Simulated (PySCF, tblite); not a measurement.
**C₃H₂F₃O radical: geometry, infrared bands and EPR parameters**

What infrared bands and EPR parameters should C₃H₂F₃O radical (`F[C](F)[C@]1(F)CO1`) show?

Computed with tblite 0.8.0 and PySCF 2.14.0, with density-fitted response routines of our own, on a single molecule in the gas phase. Atoms count from 0, in the outputs and in this text.

**1. Starting geometry**

9 atoms, charge 0, multiplicity 2; geometry from: force field or distance geometry start.

Bonds of the start (Å): F0–C1 1.37, C1–F2 1.35, C1–C3 1.47, C3–F4 1.39, C3–C5 1.51, C5–O6 1.38, O6–C3 1.36, C5–H7 1.10, C5–H8 1.10.

**2. Relaxing the molecule with GFN2-xTB**

Job settings and geometry (Å):

```
{"job": {"kind": "relax", "xc": "GFN2-xTB", "basis": "xTB"}, "charge": 0, "multiplicity": 2}
F      1.825800    -0.140000     1.265500
C      1.342700    -0.128400    -0.012700
F      1.672200    -1.191100    -0.783600
C      0.076100     0.572800    -0.243100
F      0.083400     1.922000     0.095200
C     -1.171400    -0.235200     0.033400
O     -0.840500     0.262800    -1.205500
H     -1.111300    -1.332800     0.113700
H     -1.863400     0.275900     0.712000
```

Command:

```console
OMP_NUM_THREADS=1 python probes_run.py task.json out
```

One launch serves the whole session: the jobs run in the order shown.

**Question.** This job is followed by: GFN2-xTB harmonic vibrations, gas phase; UKS B3LYP, pcH-1 on C F H O, non-relativistic, mean-field spin-orbit, GIAO. Predict these results of the whole session: strongest single infrared mode (GFN2-xTB); zero-point energy (GFN2-xTB); g(iso) (B3LYP); ⟨S²⟩; largest a(iso) (averaged by class); surface potential, 1st and 99th percentile.

**Answer**, as computed:

| quantity | value |
| --- | --- |
| strongest single infrared mode (GFN2-xTB) | 1111 cm⁻¹, 209 km/mol |
| zero-point energy (GFN2-xTB) | 29.7 kcal/mol |
| g(iso) (B3LYP) | 2.00391 |
| ⟨S²⟩ | 0.753 (exact 0.75) |
| largest a(iso) (averaged by class) | 13C on C1, 320.1 MHz |
| surface potential, 1st and 99th percentile | -0.96 V and 1.41 V |

Relaxing lowered the energy by 0.391 eV in 52 steps; the close pair that moved most is F0–C1, from 1.366 to 1.329 Å. All 21 modes are real, so the xTB geometry is a minimum. The strongest single mode, at 1111 cm⁻¹, has its largest shares on C3, F4 and C1 (the list is cut at 3 atoms). Unscaled tight-binding wavenumbers are off by several per cent, some by more. Its intensities can rank the bands wrongly. Most of the unpaired spin sits on C1 (0.81 e). The isotropic g lies 1.6 ppt above the free-electron value.
